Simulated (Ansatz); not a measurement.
# A single-point run on As

One self-consistent run on As (a known structure type filled with other elements, at an estimated volume), nothing relaxed, to see gap or metal, charges, bonding, and the stress on the cell.

Computed, not measured: Ansatz 0.2.0, DFT, r2SCAN, no spin polarisation, plane waves, PAW.

### Step 1. Geometry

The structure is cubic, space group Pm-3m (No. 221). The conventional cell has a = 2.830 Å, b = 2.830 Å, c = 2.830 Å, α = 90.00°, β = 90.00°, γ = 90.00°. As (site symmetry m-3m) is surrounded by 6 As at 2.83 Å.

As a file:

```
CELL_PARAMETERS angstrom
2.82977 0.00000 0.00000
0.00000 2.82977 0.00000
0.00000 0.00000 2.82977
ATOMIC_POSITIONS crystal
As 0.00000 0.00000 0.00000
```

It is a restart: the density comes from an earlier run on this cell.

### Step 2. The calculation

The input, input.yaml:

```yaml
crystal:
  lattice:
    - [2.829774, 0.0, 0.0]
    - [0.0, 2.829774, 0.0]
    - [0.0, 0.0, 2.829774]
  atoms:
    - { symbol: As, position: [0.0, 0.0, 0.0] }
  symmetry: { tolerance: 0.0003 }
kpoints:
  mp_grid: { grid: [12, 12, 12], shift: [0, 0, 0] }
  band_path:
    path:
      - [0.0, 0.0, 0.0]
      - [0.0, 0.5, 0.0]
      - [0.5, 0.5, 0.0]
      - [0.0, 0.0, 0.0]
      - [0.5, 0.5, 0.5]
      - [0.0, 0.5, 0.0]
      - [0.5, 0.5, 0.5]
      - [0.5, 0.5, 0.0]
    npoints: 8
magnetization:
  spin_polarized: false
scf:
  occupations: { method: fermi_dirac }
  lower_state_search: "off"
  max_iter: 200
hamiltonian:
  pseudopotentials: { kind: paw }
  xc: r2scan
basis:
  ecutwfc: 500
  fft_grid_basis: typed
output:
  forces: true
  stress: true
  eigenvalues: true
  bader: true
  populations: true
  elf: true
  write_potential: true
  volumetric_format: npy
  dos:
    e_range: [-12, 8]
    de: 0.05
    projected: { site_lists: { As: [As] } }
checkpoint:
  read: saved_state
```

**Question.** What will these runs give? Wanted: largest force; pressure; character.

**Answer**, as computed:

| quantity | value |
| --- | --- |
| largest force | 0.000 eV/Å |
| pressure | -8.2 GPa |
| character | metal |
| density of states, mean within 0.25 eV of the Fermi level | 0.47 per eV per cell |

In words: Bands cross the Fermi level: a metal; within 0.25 eV of the Fermi level the density of states averages 0.47 per eV per cell, mostly As p (88 %). The pressure of -8.2 GPa says the cell is too large.
